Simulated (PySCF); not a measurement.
**A gas-phase reaction: H2SZn + F2 → FHSZn + FH**

Aim: the reaction energy of `[SH][ZnH]` + `FF` → `[F][Zn][SH]` + `F`.

Programs: PySCF 2.14.0. All values are calculated, for the isolated system unless a continuum is named. Atoms count from 0, parts from 1.

### 1 The system as given

Each species was relaxed by itself at PBE0-D3(BJ)/def2-SVPD.

### 2 Reaction energy: wB97M-D3(BJ)/def2-TZVPD

What the job is given:

```
{"job": {"kind": "react", "xc": "wB97M-D3(BJ)", "basis": "def2-TZVPD"}, "charge": 0, "multiplicity": 1}
-1 H2SZn charge 0 multiplicity 1
S     -0.328460    -0.689710     1.289010
Zn     0.600960     0.160050    -0.503960
H     -1.551220    -0.210720     0.960480
H      1.278720     0.740380    -1.745530

-1 F2 charge 0 multiplicity 1
F      0.688280     0.030050    -0.009560
F     -0.688280    -0.030050     0.009560

+1 FHSZn charge 0 multiplicity 1
F     -0.460550    -1.331760     1.993870
Zn    -0.154730    -0.574990     0.438620
S      0.219730     0.339750    -1.488660
H      0.395550     1.567000    -0.943830

+1 FH charge 0 multiplicity 1
F      0.459120     0.027300    -0.012430
H     -0.459120    -0.027300     0.012430
```

Level: wB97M-D3(BJ)/def2-TZVPD reaction energy of separated species, gas phase.

On the command line:

```sh
> OMP_NUM_THREADS=1 python cluster_run.py task.json out
```

One launch serves the whole session: the jobs run in the order shown.

Log:

```text
species 1 (H2SZn)
coarse grid: 18704 points
cycle   1  E = -2178.8219957582  dE = -3.331e-01  |g| = 8.046e-01  |ddm| = 1.408e+00
cycle   2  E = -2178.7778627982  dE =  4.413e-02  |g| = 1.311e+00  |ddm| = 8.552e-01
cycle   3  E = -2178.8968841980  dE = -1.190e-01  |g| = 6.996e-02  |ddm| = 3.858e-01
cycle   4  E = -2178.8983878941  dE = -1.504e-03  |g| = 2.291e-02  |ddm| = 9.266e-02
cycle   5  E = -2178.8985551190  dE = -1.672e-04  |g| = 5.888e-03  |ddm| = 2.824e-02
cycle   6  E = -2178.8985726905  dE = -1.757e-05  |g| = 1.019e-03  |ddm| = 1.047e-02
cycle   7  E = -2178.8985736274  dE = -9.369e-07  |g| = 4.732e-04  |ddm| = 2.348e-03
final grid: 35528 points
cycle   8  E = -2178.8984558854  dE = -1.287e-07  |g| = 3.572e-04  |ddm| = 1.109e-03
cycle   9  E = -2178.8984558934  dE = -7.989e-09  |g| = 5.639e-04  |ddm| = 3.173e-04
cycle  10  E = -2178.8984559151  dE = -2.173e-08  |g| = 5.198e-05  |ddm| = 1.644e-04
cycle  11  E = -2178.8984559178  dE = -2.609e-09  |g| = 2.679e-05  |ddm| = 1.106e-04
cycle  12  E = -2178.8984559185  dE = -7.171e-10  |g| = 4.381e-06  |ddm| = 7.226e-05
converged SCF energy = -2178.8984559185

species 2 (F2)
coarse grid: 10600 points
cycle   1  E = -199.6113026729  dE =  1.195e-02  |g| = 3.458e-01  |ddm| = 1.052e+00
cycle   2  E = -199.6264091252  dE = -1.511e-02  |g| = 1.647e-01  |ddm| = 1.842e-01
cycle   3  E = -199.6293672480  dE = -2.958e-03  |g| = 2.217e-02  |ddm| = 5.435e-02
cycle   4  E = -199.6294288287  dE = -6.158e-05  |g| = 8.600e-03  |ddm| = 1.161e-02
cycle   5  E = -199.6294396786  dE = -1.085e-05  |g| = 7.501e-04  |ddm| = 4.105e-03
cycle   6  E = -199.6294398169  dE = -1.383e-07  |g| = 3.049e-05  |ddm| = 6.348e-04
final grid: 23208 points
cycle   7  E = -199.6294276356  dE = -2.233e-09  |g| = 2.064e-05  |ddm| = 1.238e-04
cycle   8  E = -199.6294276357  dE = -7.503e-11  |g| = 1.069e-05  |ddm| = 1.698e-05
converged SCF energy = -199.6294276357

species 3 (FHSZn)
coarse grid: 21528 points
cycle   1  E = -2278.1071552285  dE = -2.667e-01  |g| = 1.030e+00  |ddm| = 1.667e+00
cycle   2  E = -2277.9714093667  dE =  1.357e-01  |g| = 1.713e+00  |ddm| = 1.222e+00
cycle   3  E = -2278.2491065965  dE = -2.777e-01  |g| = 7.233e-02  |ddm| = 6.414e-01
cycle   4  E = -2278.2504985650  dE = -1.392e-03  |g| = 2.567e-02  |ddm| = 9.620e-02
cycle   5  E = -2278.2507085828  dE = -2.100e-04  |g| = 8.594e-03  |ddm| = 2.979e-02
cycle   6  E = -2278.2507395200  dE = -3.094e-05  |g| = 5.707e-03  |ddm| = 1.377e-02
cycle   7  E = -2278.2507464026  dE = -6.883e-06  |g| = 1.300e-03  |ddm| = 5.182e-03
final grid: 41760 points
cycle   8  E = -2278.2506750573  dE = -1.383e-06  |g| = 1.206e-03  |ddm| = 2.721e-03
cycle   9  E = -2278.2506752211  dE = -1.637e-07  |g| = 1.605e-03  |ddm| = 1.805e-03
cycle  10  E = -2278.2506754471  dE = -2.260e-07  |g| = 2.683e-04  |ddm| = 4.893e-04
cycle  11  E = -2278.2506754779  dE = -3.084e-08  |g| = 1.382e-04  |ddm| = 3.592e-04
cycle  12  E = -2278.2506754907  dE = -1.279e-08  |g| = 6.139e-05  |ddm| = 3.441e-04
cycle  13  E = -2278.2506754915  dE = -7.894e-10  |g| = 5.824e-06  |ddm| = 7.737e-05
converged SCF energy = -2278.2506754915

species 4 (FH)
coarse grid: 7776 points
cycle   1  E = -100.4688185413  dE = -9.409e-02  |g| = 4.644e-01  |ddm| = 6.197e-01
cycle   2  E = -100.4724992460  dE = -3.681e-03  |g| = 5.038e-01  |ddm| = 3.808e-01
cycle   3  E = -100.5053137775  dE = -3.281e-02  |g| = 2.574e-02  |ddm| = 1.678e-01
cycle   4  E = -100.5053897562  dE = -7.598e-05  |g| = 5.007e-03  |ddm| = 1.077e-02
cycle   5  E = -100.5053943975  dE = -4.641e-06  |g| = 4.334e-04  |ddm| = 3.766e-03
final grid: 16976 points
cycle   6  E = -100.5053935165  dE = -6.404e-08  |g| = 1.055e-04  |ddm| = 8.215e-04
cycle   7  E = -100.5053935199  dE = -3.449e-09  |g| = 7.997e-05  |ddm| = 2.175e-04
cycle   8  E = -100.5053935208  dE = -8.381e-10  |g| = 2.074e-05  |ddm| = 3.730e-05
converged SCF energy = -100.5053935208

Reaction energy = -143.154 kcal/mol
```

Run time: 7.8 s. Hardware: 1 thread of Intel Xeon 6975P-C, shared host; peak memory 0.52 GiB.

Species by species (with the dispersion term, which the log's SCF energies lack):

| ν | species | energy (Eh) | HOMO (eV) |
| --- | --- | --- | --- |
| -1 | [SH][ZnH] | -2178.90105 | -9.57 |
| -1 | FF | -199.62975 | -14.36 |
| +1 | [F][Zn][SH] | -2278.25330 | -10.10 |
| +1 | F | -100.50563 | -14.54 |

### 3 Energies of the species: PBE0-D3(BJ)/def2-TZVPD

The job, as its differences from that of step 2:

```diff
@@ -1,2 +1,2 @@
-{"job": {"kind": "react", "xc": "wB97M-D3(BJ)", "basis": "def2-TZVPD"}, "charge": 0, "multiplicity": 1}
+{"job": {"kind": "react", "xc": "PBE0", "basis": "def2-TZVPD", "disp": "d3bj"}, "charge": 0, "multiplicity": 1}
 -1 H2SZn charge 0 multiplicity 1
```

With the program's defaults for keys left out, this is: PBE0-D3(BJ)/def2-TZVPD reaction energy of separated species, gas phase.

Log:

```text
species 1 (H2SZn)
coarse grid: 18704 points
cycle   1  E = -2178.3435075046  dE = -3.040e-01  |g| = 9.364e-01  |ddm| = 1.504e+00
cycle   2  E = -2178.1553342888  dE =  1.882e-01  |g| = 1.835e+00  |ddm| = 1.320e+00
cycle   3  E = -2178.4319104530  dE = -2.766e-01  |g| = 8.021e-02  |ddm| = 7.681e-01
cycle   4  E = -2178.4330122706  dE = -1.102e-03  |g| = 2.811e-02  |ddm| = 1.070e-01
cycle   5  E = -2178.4332237985  dE = -2.115e-04  |g| = 4.689e-03  |ddm| = 2.734e-02
cycle   6  E = -2178.4332269305  dE = -3.132e-06  |g| = 6.664e-04  |ddm| = 4.480e-03
final grid: 35528 points
cycle   7  E = -2178.4331947502  dE = -5.564e-08  |g| = 6.274e-04  |ddm| = 1.357e-03
cycle   8  E = -2178.4331947093  dE =  4.090e-08  |g| = 7.522e-04  |ddm| = 1.402e-03
cycle   9  E = -2178.4331948881  dE = -1.788e-07  |g| = 1.438e-04  |ddm| = 7.863e-04
cycle  10  E = -2178.4331948898  dE = -1.727e-09  |g| = 3.931e-05  |ddm| = 5.949e-05
cycle  11  E = -2178.4331948900  dE = -1.287e-10  |g| = 3.716e-06  |ddm| = 1.801e-05
converged SCF energy = -2178.4331948900

species 2 (F2)
coarse grid: 2176 points
cycle   1  E = -199.3949380555  dE =  9.181e-02  |g| = 2.764e-01  |ddm| = 1.052e+00
cycle   2  E = -199.4014668696  dE = -6.529e-03  |g| = 1.374e-01  |ddm| = 1.363e-01
cycle   3  E = -199.4037817925  dE = -2.315e-03  |g| = 2.290e-02  |ddm| = 5.059e-02
cycle   4  E = -199.4038447980  dE = -6.301e-05  |g| = 8.080e-03  |ddm| = 1.132e-02
cycle   5  E = -199.4038530034  dE = -8.205e-06  |g| = 1.817e-04  |ddm| = 3.279e-03
final grid: 23208 points
cycle   6  E = -199.4096320084  dE = -7.844e-06  |g| = 1.275e-03  |ddm| = 8.103e-03
cycle   7  E = -199.4096320615  dE = -5.313e-08  |g| = 1.044e-03  |ddm| = 8.933e-04
cycle   8  E = -199.4096322007  dE = -1.392e-07  |g| = 7.356e-05  |ddm| = 4.305e-04
cycle   9  E = -199.4096322014  dE = -6.946e-10  |g| = 1.946e-05  |ddm| = 3.134e-05
converged SCF energy = -199.4096322014

species 3 (FHSZn)
coarse grid: 21528 points
cycle   1  E = -2277.5107452197  dE = -1.977e-01  |g| = 1.149e+00  |ddm| = 1.742e+00
cycle   2  E = -2276.8982338686  dE =  6.125e-01  |g| = 2.573e+00  |ddm| = 2.008e+00
cycle   3  E = -2277.6655555644  dE = -7.673e-01  |g| = 2.568e-01  |ddm| = 1.373e+00
cycle   4  E = -2277.6729648191  dE = -7.409e-03  |g| = 1.407e-01  |ddm| = 2.139e-01
cycle   5  E = -2277.6753796968  dE = -2.415e-03  |g| = 2.091e-02  |ddm| = 5.047e-02
cycle   6  E = -2277.6754934867  dE = -1.138e-04  |g| = 7.612e-03  |ddm| = 2.405e-02
cycle   7  E = -2277.6755025450  dE = -9.058e-06  |g| = 6.661e-04  |ddm| = 5.108e-03
final grid: 41760 points
cycle   8  E = -2277.6755142000  dE = -2.272e-07  |g| = 7.224e-04  |ddm| = 1.170e-03
cycle   9  E = -2277.6755141275  dE =  7.247e-08  |g| = 1.118e-03  |ddm| = 8.970e-04
cycle  10  E = -2277.6755142802  dE = -1.527e-07  |g| = 1.759e-04  |ddm| = 4.786e-04
cycle  11  E = -2277.6755142844  dE = -4.163e-09  |g| = 2.051e-05  |ddm| = 9.725e-05
cycle  12  E = -2277.6755142844  dE = -1.819e-11  |g| = 1.415e-05  |ddm| = 1.321e-05
converged SCF energy = -2277.6755142844

species 4 (FH)
coarse grid: 1712 points
cycle   1  E = -100.3541021023  dE = -3.605e-02  |g| = 4.957e-01  |ddm| = 6.253e-01
cycle   2  E = -100.3145825779  dE =  3.952e-02  |g| = 7.430e-01  |ddm| = 5.125e-01
cycle   3  E = -100.3938254023  dE = -7.924e-02  |g| = 2.284e-02  |ddm| = 2.892e-01
cycle   4  E = -100.3939009658  dE = -7.556e-05  |g| = 4.205e-03  |ddm| = 9.787e-03
cycle   5  E = -100.3939029497  dE = -1.984e-06  |g| = 3.555e-04  |ddm| = 1.247e-03
final grid: 16976 points
cycle   6  E = -100.3948396146  dE = -1.855e-05  |g| = 3.990e-03  |ddm| = 7.498e-03
cycle   7  E = -100.3948376971  dE =  1.918e-06  |g| = 5.488e-03  |ddm| = 3.347e-03
cycle   8  E = -100.3948417701  dE = -4.073e-06  |g| = 9.942e-05  |ddm| = 2.009e-03
cycle   9  E = -100.3948417714  dE = -1.282e-09  |g| = 1.780e-05  |ddm| = 3.929e-05
cycle  10  E = -100.3948417714  dE = -4.816e-11  |g| = 3.055e-06  |ddm| = 1.026e-05
converged SCF energy = -100.3948417714

Reaction energy = -142.792 kcal/mol
```

Run time: 4.5 s. Hardware: 1 thread of Intel Xeon 6975P-C, shared host; peak memory 0.5 GiB.

Reaction energy at this level: -142.8 kcal/mol.

### 4 Energies of the species: MP2/def2-TZVPD

The job, as its differences from that of step 3:

```diff
@@ -1,2 +1,2 @@
-{"job": {"kind": "react", "xc": "PBE0", "basis": "def2-TZVPD", "disp": "d3bj"}, "charge": 0, "multiplicity": 1}
+{"job": {"kind": "react", "xc": "MP2", "basis": "def2-TZVPD"}, "charge": 0, "multiplicity": 1}
 -1 H2SZn charge 0 multiplicity 1
```

Level: MP2/def2-TZVPD reaction energy of separated species, gas phase.

Log:

```text
species 1 (H2SZn)
final grid: 35528 points
cycle   1  E = -2176.4861145931  dE = -3.740e-01  |g| = 4.077e-01  |ddm| = 1.388e+00
cycle   2  E = -2176.5167763985  dE = -3.066e-02  |g| = 4.099e-01  |ddm| = 4.428e-01
cycle   3  E = -2176.5300219562  dE = -1.325e-02  |g| = 5.176e-02  |ddm| = 1.434e-01
cycle   4  E = -2176.5311513860  dE = -1.129e-03  |g| = 2.013e-02  |ddm| = 7.701e-02
cycle   5  E = -2176.5313388634  dE = -1.875e-04  |g| = 4.821e-03  |ddm| = 3.068e-02
cycle   6  E = -2176.5313529799  dE = -1.412e-05  |g| = 1.316e-03  |ddm| = 8.161e-03
cycle   7  E = -2176.5313546876  dE = -1.708e-06  |g| = 3.566e-04  |ddm| = 2.820e-03
cycle   8  E = -2176.5313548235  dE = -1.360e-07  |g| = 7.634e-05  |ddm| = 8.568e-04
cycle   9  E = -2176.5313548281  dE = -4.571e-09  |g| = 2.332e-05  |ddm| = 1.515e-04
cycle  10  E = -2176.5313548285  dE = -4.156e-10  |g| = 6.372e-06  |ddm| = 4.748e-05
converged SCF energy = -2176.5313548285

species 2 (F2)
final grid: 23208 points
cycle   1  E = -198.7437220631  dE = -9.861e-02  |g| = 3.997e-01  |ddm| = 1.051e+00
cycle   2  E = -198.7662954346  dE = -2.257e-02  |g| = 1.393e-01  |ddm| = 1.852e-01
cycle   3  E = -198.7684699917  dE = -2.175e-03  |g| = 2.171e-02  |ddm| = 5.087e-02
cycle   4  E = -198.7685852194  dE = -1.152e-04  |g| = 5.686e-03  |ddm| = 1.383e-02
cycle   5  E = -198.7685927605  dE = -7.541e-06  |g| = 9.806e-04  |ddm| = 3.640e-03
cycle   6  E = -198.7685930395  dE = -2.790e-07  |g| = 1.391e-04  |ddm| = 7.865e-04
cycle   7  E = -198.7685930440  dE = -4.444e-09  |g| = 1.112e-05  |ddm| = 1.118e-04
cycle   8  E = -198.7685930440  dE = -3.502e-11  |g| = 1.257e-06  |ddm| = 1.187e-05
converged SCF energy = -198.7685930440

species 3 (FHSZn)
final grid: 41760 points
cycle   1  E = -2275.3923480972  dE = -3.848e-01  |g| = 6.755e-01  |ddm| = 1.636e+00
cycle   2  E = -2275.4398670791  dE = -4.752e-02  |g| = 6.267e-01  |ddm| = 5.902e-01
cycle   3  E = -2275.4811916354  dE = -4.132e-02  |g| = 7.027e-02  |ddm| = 2.221e-01
cycle   4  E = -2275.4823865292  dE = -1.195e-03  |g| = 3.953e-02  |ddm| = 6.788e-02
cycle   5  E = -2275.4827517979  dE = -3.653e-04  |g| = 1.037e-02  |ddm| = 3.990e-02
cycle   6  E = -2275.4828085292  dE = -5.673e-05  |g| = 3.199e-03  |ddm| = 1.560e-02
cycle   7  E = -2275.4828178797  dE = -9.350e-06  |g| = 8.842e-04  |ddm| = 7.411e-03
cycle   8  E = -2275.4828186185  dE = -7.389e-07  |g| = 2.714e-04  |ddm| = 2.000e-03
cycle   9  E = -2275.4828186756  dE = -5.704e-08  |g| = 8.239e-05  |ddm| = 5.336e-04
cycle  10  E = -2275.4828186819  dE = -6.340e-09  |g| = 2.562e-05  |ddm| = 1.821e-04
cycle  11  E = -2275.4828186825  dE = -5.648e-10  |g| = 7.321e-06  |ddm| = 6.296e-05
converged SCF energy = -2275.4828186825

species 4 (FH)
final grid: 16976 points
cycle   1  E = -100.0371191257  dE = -1.649e-01  |g| = 4.007e-01  |ddm| = 6.032e-01
cycle   2  E = -100.0578870445  dE = -2.077e-02  |g| = 2.336e-01  |ddm| = 2.533e-01
cycle   3  E = -100.0646336502  dE = -6.747e-03  |g| = 2.356e-02  |ddm| = 8.092e-02
cycle   4  E = -100.0647510849  dE = -1.174e-04  |g| = 6.199e-03  |ddm| = 1.253e-02
cycle   5  E = -100.0647667983  dE = -1.571e-05  |g| = 1.459e-03  |ddm| = 5.122e-03
cycle   6  E = -100.0647680714  dE = -1.273e-06  |g| = 2.290e-04  |ddm| = 1.848e-03
cycle   7  E = -100.0647681058  dE = -3.439e-08  |g| = 1.958e-05  |ddm| = 4.211e-04
cycle   8  E = -100.0647681060  dE = -1.853e-10  |g| = 2.360e-06  |ddm| = 2.495e-05
converged SCF energy = -100.0647681060

Reaction energy = -154.641 kcal/mol
```

Wall time 2.2 s (1 thread of Intel Xeon 6975P-C, shared host); peak memory 0.4 GiB.

Reaction energy at this level: -154.6 kcal/mol.

### 5 Comparing the runs

Energies in kcal/mol, with wall time:

| run | reaction | time |
| --- | --- | --- |
| wB97M-D3(BJ)/def2-TZVPD | -143.2 | 7.8 s |
| PBE0-D3(BJ)/def2-TZVPD | -142.8 | 4.5 s |
| MP2/def2-TZVPD | -154.6 | 2.2 s |

### 6 Outcome

```
                                                quantity                      value
               reaction energy (wB97M-D3(BJ)/def2-TZVPD)            -143.2 kcal/mol
                     ΔH, ΔG at 298 K (xTB thermal terms)    -140.4, -140.2 kcal/mol
range of the reaction energy over the runs of this table  -154.6 to -142.8 kcal/mol
```

**Reading.** The reaction is exothermic by 140.4 kcal/mol in the gas phase; dispersion gives +0.04, and xTB itself gave -99.91 for the electronic energy (xTB energies and thermal terms come from the earlier relaxation of each species, not shown). No barrier was sought. xTB and this level differ widely in the electronic energy, so what comes from xTB (the thermal terms above all) is less safe here. The reaction energy runs from -154.6 (MP2/def2-TZVPD) to -142.8 kcal/mol (PBE0-D3(BJ)/def2-TZVPD).
